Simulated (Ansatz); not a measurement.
# Ca8O8 (2x2x4 CaO rock-salt block): the cost of one run

Program: Ansatz 0.2.0, Gaussian basis. Level of theory: RKS PBE-D4/def2-SVP. These are calculated values, not measurements.

Plan: relaxation at PBE-D4/def2-SVP; a single point at PBE0-D4/def2-SVP.

12 further runs of the same task are left out: 11 that didn't finish, 1 set aside as unsound or not needed. Runs told in other sessions of the task aren't counted.

**1. Where the work starts**

16 atoms, charge 0, spin multiplicity 1.

Atoms are counted from 1 here; the program's logs count them from 0.

Bond lengths: Ca1–O2 2.127 Å, Ca1–O5 2.176 Å, Ca1–O9 2.176 Å, O2–Ca3 2.172 Å, O2–Ca6 2.315 Å, O2–Ca10 2.316 Å, Ca3–O4 2.203 Å, Ca3–O7 2.318 Å, Ca3–O11 2.315 Å, O4–Ca8 2.176 Å, O4–Ca12 2.177 Å, O5–Ca6 2.202 Å, O5–Ca13 2.175 Å, Ca6–O7 2.173 Å, Ca6–O14 2.315 Å, O7–Ca8 2.125 Å, O7–Ca15 2.316 Å, Ca8–O16 2.176 Å and more. Angles: O2–Ca1–O5 90.3°, O2–Ca1–O9 90.3°, O5–Ca1–O9 88.6°, Ca1–O2–Ca3 177.4°, Ca1–O2–Ca6 91.4°, Ca1–O2–Ca10 91.4°, Ca3–O2–Ca6 90.4°, Ca3–O2–Ca10 90.4°, Ca6–O2–Ca10 94.2°, O2–Ca3–O4 172.2°, O2–Ca3–O7 89.5°, O2–Ca3–O11 89.5°, O4–Ca3–O7 84.8°, O4–Ca3–O11 84.9°, O7–Ca3–O11 85.7°, Ca3–O4–Ca8 93.3°, Ca3–O4–Ca12 93.2°, Ca8–O4–Ca12 91.4° and more.

Coordinates:

```xyz
16
Ca8O8
Ca   -1.10571   -1.09852   -3.24616
O    -1.11811   -1.11270   -1.11914
Ca   -1.20052   -1.19750    1.05011
O    -1.07362   -1.07246    3.24559
O    -1.07467    1.07758   -3.24282
Ca   -1.19920    1.20026   -1.04731
O    -1.11128    1.11767    1.12240
Ca   -1.09515    1.10330    3.24745
O     1.07064   -1.07815   -3.24388
Ca    1.19541   -1.20187   -1.04959
O     1.11234   -1.11623    1.11946
Ca    1.10294   -1.10299    3.24425
Ca    1.10010    1.09891   -3.24679
O     1.11326    1.11183   -1.12143
Ca    1.20247    1.19833    1.04639
O     1.08111    1.07254    3.24148
```

The start is a GFN2-xTB geometry.

**2. Relaxation at PBE-D4/def2-SVP**

Input file in.yaml:

```yaml
crystal:
  periodic: [false, false, false]
  atoms:
    - {symbol: Ca, position_ang: [-1.105710, -1.098520, -3.246160]}
    - {symbol: O, position_ang: [-1.118110, -1.112700, -1.119140]}
    - {symbol: Ca, position_ang: [-1.200520, -1.197500, 1.050110]}
    - {symbol: O, position_ang: [-1.073620, -1.072460, 3.245590]}
    - {symbol: O, position_ang: [-1.074670, 1.077580, -3.242820]}
    - {symbol: Ca, position_ang: [-1.199200, 1.200260, -1.047310]}
    - {symbol: O, position_ang: [-1.111280, 1.117670, 1.122400]}
    - {symbol: Ca, position_ang: [-1.095150, 1.103300, 3.247450]}
    - {symbol: O, position_ang: [1.070640, -1.078150, -3.243880]}
    - {symbol: Ca, position_ang: [1.195410, -1.201870, -1.049590]}
    - {symbol: O, position_ang: [1.112340, -1.116230, 1.119460]}
    - {symbol: Ca, position_ang: [1.102940, -1.102990, 3.244250]}
    - {symbol: Ca, position_ang: [1.100100, 1.098910, -3.246790]}
    - {symbol: O, position_ang: [1.113260, 1.111830, -1.121430]}
    - {symbol: Ca, position_ang: [1.202470, 1.198330, 1.046390]}
    - {symbol: O, position_ang: [1.081110, 1.072540, 3.241480]}
basis:
  gaussian: {orbitals: def2-SVP}
hamiltonian: {xc: pbe, dispersion: d4}
scf: {lower_state_search: "off"}
output: {orbitals: {seedname: orbitals}}
relax: {f_tol: 0.03, max_steps: 70}
```

The run is started by

```bash
$ ansatz run in.yaml --threads 4 --pin off --events-out ev --progress --plain --max-ram 6963MiB
```

**Question.** How long does this run take on 4 threads of AMD EPYC 7B13, shared host, and how much memory does it need?

About 36 s, with a peak of 1.1 GiB.
